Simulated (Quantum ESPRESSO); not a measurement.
**Ag in Quantum ESPRESSO: the effect of functional**

Slab: Ag, a slab with vacuum.

```
Ag
1.0
     2.88938    0.00000    0.00000
    -1.44469    2.50228    0.00000
     0.00000    0.00000   24.43667
Ag
5
Direct
  0.66667 0.33333 0.30692
  0.33333 0.66667 0.40346
  0.00000 0.00000 0.50000
  0.66667 0.33333 0.59654
  0.33333 0.66667 0.69308
```

Alike in all runs:

- Program: Quantum ESPRESSO 7.5
- Task: work function
- Potentials or basis: SG15 PBE 1.2
- Cutoff: 952 eV
- Density cutoff: 3810 eV
- k mesh: 7 × 7 × 1
- Occupations: fermi-dirac, width 0.05 eV
- Spin: no spin polarisation

```csv
functional,largest force (eV/Å),work function (eV)
LDA,0.42,5.01
PBEsol,0.18,4.68
PBE,?,?
RPBE,0.36,4.31
revPBE,0.31,4.34
AM05,0.18,4.56
WC,0.15,4.66
rev-vdW-DF2,0.01,4.82
```

What does the run with functional PBE give?

Largest force 0.16 eV/Å; work function 4.52 eV.

Caveats: the potentials were made for another functional, which shifts forces and pressure (some runs).
